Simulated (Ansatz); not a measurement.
# Ca (fcc type): a single-point run

Wanted: a converged single-point run for Ca (fcc type), and a check of what comes out.

Computed with Ansatz 0.2.0 (DFT, PBEsol, all-electron PAW with datasets made for the crystal, scalar-relativistic, unless a step's input says otherwise).

## Step 1: Starting point

The structure is cubic, space group Fm-3m (No. 225). Conventional cell: a = 4.020 Å, b = 4.020 Å, c = 4.020 Å, α = 90.00°, β = 90.00°, γ = 90.00°. Ca (site symmetry m-3m) has 12 Ca at 2.84 Å in its first shell of neighbours.

Structure file:

```cif
data_structure
_symmetry_space_group_name_H-M 'Fm-3m'
_symmetry_Int_Tables_number 225
_cell_length_a 4.0200
_cell_length_b 4.0200
_cell_length_c 4.0200
_cell_angle_alpha 90.000
_cell_angle_beta 90.000
_cell_angle_gamma 90.000
_cell_volume 64.96
loop_
_atom_site_label
_atom_site_type_symbol
_atom_site_symmetry_multiplicity
_atom_site_Wyckoff_symbol
_atom_site_fract_x
_atom_site_fract_y
_atom_site_fract_z
_atom_site_occupancy
Ca1 Ca 4 a 0.00000 0.00000 0.00000 1
```

## Step 2: Input and run

input.yaml reads:

```yaml
crystal:
  lattice:
    - [0.0, 2.0099999175, 2.0099999175]
    - [2.0099999175, 0.0, 2.0099999175]
    - [2.0099999175, 2.0099999175, 0.0]
  atoms:
    - { symbol: Ca, position: [0.0, 0.0, 0.0] }
kpoints:
  mp_grid: { grid: [13, 13, 13] }
scf:
  occupations: { method: fermi_dirac, width: 0.05 }
  convergence: { dr2_threshold: 1.0e-20 }
  max_iter: 75
hamiltonian:
  xc: pbesol
  pseudopotentials: { kind: all_electron, datasets: crystal }
output:
  forces: true
  stress: true
  eigenvalues: true
```

Launch:

```
$ ansatz run input.yaml --threads 1 --pin off --max-ram 2048MiB --backend cpu --events-out ev --progress --plain --runs-dir out
```

What happens when this is run?

The program finished normally, with warnings (crystal datasets made). It gives a pressure of 56 GPa, which is large; a structure far from rest gives such values too, whatever the setting.

Look at the input: scf.convergence.dr2_threshold is 1.0e-20. What could go wrong: threshold needlessly tight. Once met, so tight a threshold does no harm; it costs cycles.

To check: delete scf.convergence.dr2_threshold (the default then holds).
